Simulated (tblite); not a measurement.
# AlF2GeH2O3: the cost of one run

Computed with tblite 0.8.0 and PySCF 2.14.0; each step states its level. No surroundings beyond the atoms listed, unless a continuum is named. Atoms count from 0, parts from 1.

## 1. The system as given

9 atoms, charge 0, multiplicity 2; geometry: distance geometry start.

## 2. Geometry optimisation with GFN2-xTB

Job settings and geometry (Å):

```
{"job": {"kind": "relax", "xc": "GFN2-xTB", "basis": "xTB"}, "charge": 0, "multiplicity": 2}
Ge     0.648709     0.103232    -2.523502
F      2.189425     0.560795    -3.215581
F     -0.629661    -0.332379    -3.663533
O      0.710888    -0.923561    -0.966506
Al    -0.611561    -0.981671     0.377618
O     -2.089672    -2.061709    -0.001866
O     -0.934228     0.641828     1.220960
H     -2.749154    -1.845413    -0.695372
H     -0.993639     1.524060     0.778922
```

Level: GFN2-xTB geometry optimisation, gas phase.

On the command line:

```bash
> OMP_NUM_THREADS=1 python cluster_run.py task.json out
```

This one command runs all jobs of the session in turn.

Q: Estimate the wall time of this first job on 1 thread of Intel Xeon Platinum 8375C at 2.90GHz, shared host.

About 2.1 s.
